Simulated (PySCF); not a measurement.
# C₄H₈Al−: electronic excitations and core binding energies

What electronic excitations and core binding energies should C₄H₈Al− (`CC#[C][AlH2-][CH3]`) show?

Computed with PySCF 2.14.0, with density-fitted response routines of our own, on a single molecule in the gas phase. Atoms count from 0, in the outputs and in this text.

## 1. The molecule as given

13 atoms, charge -1, multiplicity 1; geometry from: GFN2-xTB.

Bonds of the start (Å): C0–C1 1.46, C1–C2 1.21, C2–Al3 2.01, Al3–C4 2.05, C0–H5 1.09, C0–H6 1.09, C0–H7 1.09, Al3–H8 1.62, Al3–H9 1.62, C4–H10 1.10, C4–H11 1.10, C4–H12 1.10.

## 2. TDDFT and polarisability: CAM-B3LYP/def2-SVPD

The job: settings as JSON, then the geometry in Å.

```
{"job": {"kind": "uv", "xc": "CAM-B3LYP", "basis": "def2-SVPD", "nstates": 8, "ntriplets": 3}, "charge": -1, "multiplicity": 1}
C      3.064383    -0.640193     0.252734
C      1.709032    -0.113320     0.092540
C      0.580011     0.310915    -0.040299
Al    -1.253413     1.125607    -0.207021
C     -2.651793    -0.365288    -0.117012
H      3.763356    -0.115475    -0.405323
H      3.094640    -1.705943     0.007207
H      3.404993    -0.515711     1.284887
H     -1.380657     1.916022    -1.613336
H     -1.493139     2.169013     1.006963
H     -3.633380    -0.093305    -0.532705
H     -2.351677    -1.274905    -0.658232
H     -2.856745    -0.696932     0.911868
```

Level: TDDFT CAM-B3LYP/def2-SVPD, vertical, gas phase, core orbitals frozen in the response.

Standard output:

```text
coarse grid: 10928 points
cycle   1  E = -399.2292612772  dE =  5.695e-02  |g| = 5.132e-01  |ddm| = 6.026e+00
cycle   2  E = -399.2314897441  dE = -2.228e-03  |g| = 5.600e-01  |ddm| = 2.281e+00
cycle   3  E = -399.3156842417  dE = -8.419e-02  |g| = 1.246e-01  |ddm| = 1.067e+00
cycle   4  E = -399.3192377986  dE = -3.554e-03  |g| = 4.234e-02  |ddm| = 2.376e-01
cycle   5  E = -399.3196921675  dE = -4.544e-04  |g| = 7.633e-03  |ddm| = 1.840e-01
cycle   6  E = -399.3197092202  dE = -1.705e-05  |g| = 2.008e-03  |ddm| = 2.393e-02
cycle   7  E = -399.3197104535  dE = -1.233e-06  |g| = 3.631e-04  |ddm| = 6.445e-03
final grid: 99704 points
cycle   8  E = -399.3884107209  dE = -1.992e-05  |g| = 2.693e-03  |ddm| = 8.376e-02
cycle   9  E = -399.3884108903  dE = -1.693e-07  |g| = 2.603e-03  |ddm| = 1.141e-02
cycle  10  E = -399.3884125677  dE = -1.677e-06  |g| = 5.649e-04  |ddm| = 5.906e-03
cycle  11  E = -399.3884126417  dE = -7.399e-08  |g| = 1.471e-04  |ddm| = 9.489e-04
cycle  12  E = -399.3884126471  dE = -5.430e-09  |g| = 3.975e-05  |ddm| = 3.993e-04
cycle  13  E = -399.3884126476  dE = -4.620e-10  |g| = 6.042e-06  |ddm| = 1.117e-04
converged SCF energy = -399.3884126476

Static polarisability (au): isotropic 92.727, principal 76.599 83.630 117.952

Singlet excitations
state   eV       nm        f      main configurations
  1   5.5425    223.7   0.00425   H->L 0.71, H-3->L 0.17
  2   5.5893    221.8   0.01727   H-1->L 0.67, H-2->L 0.18
  3   5.8729    211.1   0.06880   H-1->L+1 0.59, H-2->L 0.23, H-1->L+2 0.12
  4   5.9159    209.6   0.02695   H->L+1 0.61, H-3->L 0.14
  5   6.1216    202.5   0.01440   H->L+2 0.16, H-1->L+4 0.12, H-2->L+4 0.10
  6   6.2914    197.1   0.00613   H-1->L+4 0.22, H->L+2 0.19, H-2->L+4 0.18
  7   6.3274    195.9   0.01137   H->L+4 0.20, H-3->L+4 0.13, H-2->L+5 0.09
  8   6.6037    187.7   0.00082   H->L+2 0.21, H-3->L+2 0.15, H-3->L+1 0.11

Triplet excitations (Tamm-Dancoff, eV): 5.1382 5.4465 5.4605
```

It took 24 s on 1 thread, shared host.

Frontier orbitals and where they lie:

```csv
orbital,eV,atoms
HOMO−3,-4.65,"C1 32 %, C2 32 %, Al3 12 %"
HOMO−2,-4.62,"C1 33 %, C2 32 %, C4 10 %"
HOMO−1,-3.73,"C4 32 %, Al3 18 %, C1 11 %"
HOMO,-3.68,"Al3 28 %, H8 22 %, H9 22 %"
LUMO,4.14,"C0 37 %, Al3 17 %, H6 11 %"
LUMO+1,4.73,"Al3 52 %, C0 9 %, C4 6 %"
LUMO+2,5.50,"Al3 26 %, C4 25 %, H10 6 %"
```

With each of the 8 states as a Gaussian band of 0.4 eV half-width at 1/e, the curve within the window shown has maxima at 211 nm (ε 5,000) L/(mol cm). Beyond the last state computed it falls off for lack of states. The curve at chosen wavelengths:

nm, ε (L/mol/cm) and a bar:
```
      180        119 
      183        259 #
      186        498 ###
      189        863 #####
      191       1185 #######
      194       1787 ##########
      197       2509 ###############
      200       3291 ####################
      203       4034 ########################
      206       4621 ############################
      208       4872 #############################
      211       4993 ##############################
      214       4803 #############################
      217       4357 ##########################
      220       3744 ######################
      223       3065 ##################
      225       2617 ###############
      228       1997 ############
      231       1469 ########
      234       1045 ######
      237        721 ####
      240        483 ##
      242        364 ##
      245        233 #
      248        146 
      251         89
```

Further results of this job:

```csv
property,computed
polarisability (Å³),13.74
HOMO–LUMO gap (eV),7.83
−ε(HOMO) (eV),3.68
```

## 3. Core holes by ΔSCF: SCAN, X2C

Same as in step 2 but for these lines:

```diff
@@ -1,2 +1,2 @@
-{"job": {"kind": "uv", "xc": "CAM-B3LYP", "basis": "def2-SVPD", "nstates": 8, "ntriplets": 3}, "charge": -1, "multiplicity": 1}
+{"job": {"kind": "xps"}, "charge": -1, "multiplicity": 1}
 C      3.064383    -0.640193     0.252734
```

Level: delta-SCF UKS SCAN, pcX-2 on the ionised atom, pcseg-1 elsewhere, spin-free X2C.

Standard output:

```text
ground state, core basis on atom 0 (C), 145 functions
  cycle   1  E = -399.84457620  |g| = 6.93e-01
  cycle   2  E = -399.67577609  |g| = 9.94e-01
  cycle   3  E = -399.96295093  |g| = 3.53e-01
  cycle   4  E = -399.99629222  |g| = 6.40e-02
  cycle   5  E = -399.99739185  |g| = 2.35e-02
  cycle   6  E = -399.99754971  |g| = 5.29e-03
  cycle   7  E = -399.99755780  |g| = 1.58e-03
  cycle   8  E = -399.99755960  |g| = 4.23e-04
  E(ground) = -400.03389716 Eh
hole in C 1s of atom 0
  cycle   1  E = -388.86135076  |g| = 1.50e+00
  cycle   2  E = -380.10318687  |g| = 3.54e+00
  cycle   3  E = -388.87018720  |g| = 8.62e-01
  cycle   4  E = -389.00355095  |g| = 8.71e-01
  cycle   5  E = -389.39830103  |g| = 1.57e-01
  cycle   6  E = -389.41290457  |g| = 9.23e-02
  cycle   7  E = -389.41773997  |g| = 2.14e-02
  cycle   8  E = -389.41805866  |g| = 5.38e-03
  cycle   9  E = -389.41809016  |g| = 2.66e-03
  cycle  10  E = -389.41810289  |g| = 1.79e-03
  cycle  11  E = -389.41811139  |g| = 1.14e-03
  cycle  12  E = -389.41811615  |g| = 6.82e-04
  cycle  13  E = -389.41811803  |g| = 3.49e-04
  E(ion) = -389.45385562 Eh   <S^2> = 0.7712   hole on atom = 1.000   binding energy = 287.898 eV
ground state, core basis on atom 1 (C), 145 functions
  cycle   1  E = -400.00125576  |g| = 5.96e-02
  cycle   2  E = -400.00098302  |g| = 3.91e-02
  cycle   3  E = -400.00067222  |g| = 5.17e-02
  cycle   4  E = -400.00133321  |g| = 1.22e-02
  cycle   5  E = -400.00137371  |g| = 3.94e-04
  cycle   6  E = -400.00137405  |g| = 1.38e-04
  E(ground) = -400.03945476 Eh
hole in C 1s of atom 1
  cycle   1  E = -388.94027945  |g| = 1.51e+00
  cycle   2  E = -384.82474444  |g| = 2.63e+00
  cycle   3  E = -389.10429226  |g| = 7.60e-01
  cycle   4  E = -389.29251501  |g| = 6.95e-01
  cycle   5  E = -389.48642780  |g| = 2.80e-01
  cycle   6  E = -389.52236454  |g| = 7.41e-02
  cycle   7  E = -389.52557516  |g| = 2.24e-02
  cycle   8  E = -389.52605137  |g| = 9.63e-03
  cycle   9  E = -389.52620049  |g| = 6.22e-03
  cycle  10  E = -389.52629900  |g| = 3.40e-03
  cycle  11  E = -389.52632694  |g| = 1.26e-03
  cycle  12  E = -389.52632951  |g| = 5.00e-04
  cycle  13  E = -389.52632965  |g| = 1.18e-04
  E(ion) = -389.56323434 Eh   <S^2> = 0.8285   hole on atom = 1.000   binding energy = 285.072 eV
ground state, core basis on atom 2 (C), 145 functions
  cycle   1  E = -400.00149741  |g| = 6.57e-02
  cycle   2  E = -399.99962542  |g| = 9.15e-02
  cycle   3  E = -400.00115926  |g| = 4.85e-02
  cycle   4  E = -400.00178532  |g| = 6.52e-03
  cycle   5  E = -400.00179705  |g| = 7.44e-04
  cycle   6  E = -400.00179578  |g| = 1.41e-04
  E(ground) = -400.03892740 Eh
hole in C 1s of atom 2
  cycle   1  E = -388.96421757  |g| = 1.50e+00
  cycle   2  E = -385.37980584  |g| = 2.56e+00
  cycle   3  E = -389.04784124  |g| = 8.42e-01
  cycle   4  E = -389.25305215  |g| = 7.97e-01
  cycle   5  E = -389.52832346  |g| = 2.07e-01
  cycle   6  E = -389.54566356  |g| = 7.17e-02
  cycle   7  E = -389.54901804  |g| = 2.07e-02
  cycle   8  E = -389.54954393  |g| = 9.75e-03
  cycle   9  E = -389.54977674  |g| = 6.65e-03
  cycle  10  E = -389.54991861  |g| = 4.08e-03
  cycle  11  E = -389.54994905  |g| = 1.54e-03
  cycle  12  E = -389.54995278  |g| = 5.46e-04
  cycle  13  E = -389.54995235  |g| = 1.53e-04
  E(ion) = -389.58644821 Eh   <S^2> = 0.8499   hole on atom = 1.000   binding energy = 284.426 eV
ground state, core basis on atom 3 (Al), 156 functions
  cycle   1  E = -400.06753637  |g| = 2.42e-01
  cycle   2  E = -400.06658811  |g| = 7.61e-02
  cycle   3  E = -400.06081382  |g| = 1.61e-01
  cycle   4  E = -400.06783508  |g| = 1.78e-02
  cycle   5  E = -400.06788896  |g| = 1.32e-03
  cycle   6  E = -400.06788968  |g| = 3.33e-04
  E(ground) = -400.06898787 Eh
hole in Al 1s of atom 3
  cycle   1  E = -341.71939032  |g| = 3.97e+00
  cycle   2  E = -341.97937505  |g| = 1.95e+00
  cycle   3  E = -342.24574468  |g| = 9.05e-01
  cycle   4  E = -342.50211583  |g| = 6.47e-01
  cycle   5  E = -342.72508180  |g| = 1.37e-01
  cycle   6  E = -342.73536523  |g| = 3.94e-02
  cycle   7  E = -342.73624478  |g| = 1.28e-02
  cycle   8  E = -342.73635232  |g| = 2.38e-03
  cycle   9  E = -342.73635650  |g| = 7.41e-04
  cycle  10  E = -342.73635815  |g| = 3.35e-04
  E(ion) = -342.74109648 Eh   <S^2> = 0.7520   hole on atom = 1.000   binding energy = 1559.971 eV
hole in Al 2p of atom 3
  cycle   1  E = -397.06084062  |g| = 1.08e+00
  cycle   2  E = -396.97494978  |g| = 9.63e-01
  cycle   3  E = -397.17443701  |g| = 5.63e-01
  cycle   4  E = -397.34143418  |g| = 1.45e-01
  cycle   5  E = -397.35071368  |g| = 5.27e-02
  cycle   6  E = -397.35220352  |g| = 1.58e-02
  cycle   7  E = -397.35236506  |g| = 4.02e-03
  cycle   8  E = -397.35237655  |g| = 8.24e-04
  cycle   9  E = -397.35237653  |g| = 5.02e-04
  cycle  10  E = -397.35237739  |g| = 2.51e-04
  E(ion) = -397.36112003 Eh   <S^2> = 0.7517   hole on atom = 1.003   binding energy = 73.685 eV
  2p3/2 = 73.506 eV   2p1/2 = 73.931 eV
ground state, core basis on atom 4 (C), 145 functions
  cycle   1  E = -399.99753433  |g| = 5.81e-02
  cycle   2  E = -399.99744638  |g| = 2.51e-02
  cycle   3  E = -399.99725065  |g| = 3.69e-02
  cycle   4  E = -399.99758539  |g| = 1.18e-02
  cycle   5  E = -399.99762141  |g| = 1.10e-03
  cycle   6  E = -399.99762145  |g| = 1.12e-04
  E(ground) = -400.03434141 Eh
hole in C 1s of atom 4
  cycle   1  E = -388.96780289  |g| = 1.50e+00
  cycle   2  E = -388.38390596  |g| = 1.74e+00
  cycle   3  E = -389.48821481  |g| = 3.45e-01
  cycle   4  E = -389.47240620  |g| = 3.49e-01
  cycle   5  E = -389.53865194  |g| = 7.54e-02
  cycle   6  E = -389.54138165  |g| = 2.18e-02
  cycle   7  E = -389.54166371  |g| = 5.72e-03
  cycle   8  E = -389.54168627  |g| = 1.72e-03
  cycle   9  E = -389.54168712  |g| = 8.20e-04
  cycle  10  E = -389.54168876  |g| = 4.04e-04
  E(ion) = -389.57762554 Eh   <S^2> = 0.7675   hole on atom = 1.000   binding energy = 284.542 eV
```

Wall time 48 s (1 thread, shared host).

The holes in one table. −ε is the ground-state orbital energy:

```csv
hole,stands for,environment,ΔSCF (eV; 2p as the shell's mean),−ε (eV),⟨S²⟩
C1s on C0,C0,propargylic methyl carbon,287.90,270.7,0.771
C1s on C1,C1,alkyne carbon,285.07,268.6,0.829
C1s on C2,C2,alkyne carbon,284.43,268.0,0.850
Al1s on Al3,Al3,"aluminium bonded to 2 C, 2 H",1559.97,1511.7,0.752
Al2p on Al3,Al3,"aluminium bonded to 2 C, 2 H",73.65,64.2,0.752
C1s on C4,C4,methyl carbon bonded to Al,284.54,267.8,0.768
```

With the spin-orbit splitting: Al3 2p3/2 73.51, 2p1/2 73.93 eV. The table gives each 2p level as the mean over the whole 2p shell (two parts 2p3/2, one part 2p1/2), which differs a little from the single hole in the log.

## 4. Outcome

| quantity | value |
| --- | --- |
| lowest singlet (CAM-B3LYP/def2-SVPD) | 5.54 eV (224 nm), f = 0.004 |
| brightest single state of those computed | state 3, 5.87 eV, f = 0.069 |
| lowest triplet | 5.14 eV |
| C1s binding energies, SCAN/pcX-2 | C0 287.90, C1 285.07, C4 284.54, C2 284.43 eV |
| Al1s binding energies, SCAN/pcX-2 | Al3 1559.97 eV |
| Al2p binding energies, SCAN/pcX-2 | Al3 73.65 eV |

In words: The lowest singlet, at 5.54 eV, is HOMO→LUMO 0.71, HOMO−3→LUMO 0.17 and is weak; of the 8 states computed, the strongest absorption comes from state 3 at 5.87 eV. The lowest triplet lies 0.40 eV below the lowest singlet (triplets in Tamm-Dancoff, singlets in full TDDFT). The lowest singlet lies above −ε(HOMO); no detachment energy was computed, so the anion's states may not be bound. The C1s levels kept as sound span 3.47 eV, from C2 (alkyne carbon) up to C0 (propargylic methyl carbon).
